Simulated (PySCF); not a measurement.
# C2H6AlNO: the cost of one run

Computed with PySCF 2.14.0, with density-fitted response routines of our own, on a single molecule in the gas phase. Atoms are numbered from 0 throughout.

## 1. Starting geometry

11 atoms, charge 0, multiplicity 1; geometry from: GFN2-xTB. The atoms were then displaced at random by about 0.01 Å, so the start is not that level's minimum.

Bonds of the start (Å): C0–N1 1.14, N1–Al2 2.05, Al2–O3 1.62, O3–C4 1.41, C0–H5 1.07, Al2–H6 1.53, Al2–H7 1.57, C4–H8 1.11, C4–H9 1.11, C4–H10 1.08.

## 2. Geometry optimisation at PBE0-D3(BJ)/def2-SVP

What the job is given:

```
{"job": {"xc": "PBE0", "basis": "def2-SVP", "d3": "d3bj", "grid": 1, "shake": 0.01, "kind": "geom"}, "charge": 0, "multiplicity": 1}
C      2.501810     0.995070    -0.207000
N      1.884690     0.117770    -0.591250
Al     0.448780    -1.301440    -0.255640
O     -0.795110    -0.308030     0.048790
C     -1.952730     0.469740     0.285260
H      3.040310     1.856140     0.127100
H      0.451430    -2.113270    -1.552780
H      1.238110    -1.815420     1.003370
H     -1.657290     1.524480     0.473300
H     -2.476560     0.120350     1.198180
H     -2.645330     0.428780    -0.545000
```

On the command line:

```sh
OMP_NUM_THREADS=1 python probes_run.py task.json out
```

One launch serves the whole session: the jobs run in the order shown.

**Question.** How long does this first job take on 1 thread of Arm Neoverse V1, shared host, and how much memory does it need?

About 1.8 min, with a peak of 0.43 GiB.
